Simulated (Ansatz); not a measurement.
# BClF2 (chlorodifluoroborane) at CCSDTQ/STO-3G

Aim: the energy change on altering one bond length of BClF2 (chlorodifluoroborane) at CCSDTQ/STO-3G, from 2 runs. 

The results are computed with Ansatz 0.2.0.

66 further runs of the same task are left out: 7 that didn't finish, 59 set aside as unsound or not needed.

## Step 1: Starting point

BClF2: 4 atoms, total charge 0, spin state singlet. As SMILES, `FB(F)Cl`. The coordinates come from a PBE0-D4/def2-TZVP relaxation.

Bond lengths: F1–B2 1.310 Å, B2–F3 1.310 Å, B2–Cl4 1.740 Å. Angles: F1–B2–F3 119.0°, F1–B2–Cl4 120.5°, F3–B2–Cl4 120.5°.

## Step 2: The energy at CCSDTQ/STO-3G

The input, input.yaml:

```yaml
crystal:
  periodic: [false, false, false]
  atoms:
    - {symbol: F, position_ang: [-0.173700, -1.254300, -0.546300]}
    - {symbol: B, position_ang: [-0.067100, -0.041300, -0.062000]}
    - {symbol: F, position_ang: [-1.011600, 0.830100, -0.317700]}
    - {symbol: Cl, position_ang: [1.307900, 0.405300, 0.905700]}
basis:
  gaussian:
    orbitals: STO-3G
accuracy: high
scf:
  omitted_lower_state_checks: [cluster_reference, increment]
correlation:
  method: ccsdtq
  frozen_orbitals: {B: 1, Cl: 5, F: 1}
```

The run is started by

```console
$ ansatz run input.yaml --threads 1 --pin off --max-ram 2610MiB --events-out events.jsonl --progress --plain --runs-dir runs
```

Output, shortened:

```text
Warning: RAYON_NUM_THREADS=1 ignored (pool sized by the plan → 1); use --threads N
Functional definition: HF
  name "HF"
[...]
443 factors; integrals over basis functions are off by at most 3.2e-8 eV
[...]
mean field -18372.91535684 eV, -675.1921857546 hartree, gradient 1.9e-8 eV, S^2 0.000000; 0 other end points of the search recorded, 0 dependent functions left out
8 core orbitals not correlated: weight in the atoms' cores, before any rotation towards them, 1.000 or more for the frozen orbitals, at most 0.000 for the correlated occupied ones
reference -18372.91535684 eV, -675.1921857546 hartree; 12, 12 occupied and 4, 4 virtual orbitals, 443 factors
second order -2.38083208 eV of doubles, -0.00000000 eV of singles
cycle   1  -2.46622998 eV  change   -8.5e-2 eV  update   9.5e-2
[...]
cycle  22  -2.91304798 eV  change   -1.4e-9 eV  update  8.7e-10
Total energy: -18375.82840482 eV, -675.2992382933 hartree
Checks for a lower state left out: cluster_reference, increment
```

Wall time 19 s (1 thread of Arm Neoverse V1, shared host); peak memory 0.27 GiB.

## Step 3: The distorted shape

The input, run.yaml:

```yaml
crystal:
  periodic: [false, false, false]
  atoms:
    - symbol: F
      position_ang: [-0.200353, -1.557585, -0.667389]
    - symbol: B
      position_ang: [-0.067100, -0.041300, -0.062000]
    - symbol: F
      position_ang: [-1.011600, 0.830100, -0.317700]
    - symbol: Cl
      position_ang: [1.307900, 0.405300, 0.905700]
basis:
  gaussian: {orbitals: STO-3G}
total_charge: 0
correlation: {method: ccsdtq, frozen_orbitals: {B: 1, Cl: 5, F: 1}}
accuracy: high
scf: {omitted_lower_state_checks: [cluster_reference, increment]}
```

The run is started by

```console
$ ansatz run run.yaml --threads 1 --pin off --max-ram 2610MiB --events-out events.jsonl --progress --plain --runs-dir runs
```

Output, shortened:

```text
Warning: RAYON_NUM_THREADS=1 ignored (pool sized by the plan → 1); use --threads N
[... 2 set-up lines as earlier in the session ...]
[...]
441 factors; integrals over basis functions are off by at most 3.3e-8 eV
[...]
mean field -18370.92221668 eV, -675.1189392047 hartree, gradient 1.5e-8 eV, S^2 0.000000; 0 other end points of the search recorded, 0 dependent functions left out
8 core orbitals not correlated: weight in the atoms' cores, before any rotation towards them, 1.000 or more for the frozen orbitals, at most 0.000 for the correlated occupied ones
reference -18370.92221668 eV, -675.1189392047 hartree; 12, 12 occupied and 4, 4 virtual orbitals, 441 factors
second order -2.59528480 eV of doubles, -0.00000000 eV of singles
cycle   1  -2.78113798 eV  change   -1.9e-1 eV  update   1.1e-1
[...]
cycle  30  -3.37251553 eV  change   -1.8e-9 eV  update   2.4e-9
Total energy: -18374.29473221 eV, -675.2428768645 hartree
Checks for a lower state left out: cluster_reference, increment
```

Run time: 23 s. Hardware: 1 thread of Arm Neoverse V1, shared host; peak memory 0.27 GiB.

## Step 4: Results

At CCSDTQ/STO-3G, 8 core orbitals frozen:

```
                                                         quantity          value
                                        first shape: total energy  -675.29924 Eh
         first shape: correlation energy (8 core orbitals frozen)     -107.1 mEh
                                       first shape: T1 diagnostic          0.013
                                    distorted shape: total energy  -675.24288 Eh
     distorted shape: correlation energy (8 core orbitals frozen)     -123.9 mEh
                                   distorted shape: T1 diagnostic          0.017
energy change with the F1–B2 bond stretched from 1.310 to 1.638 Å       1.534 eV
```

**Reading.** With the F1–B2 bond stretched from 1.310 to 1.638 Å the energy rises by 1.53 eV (35 kcal/mol). The first shape isn't relaxed at this level, so the change isn't measured from a minimum. The minimal basis adds a large error of its own.
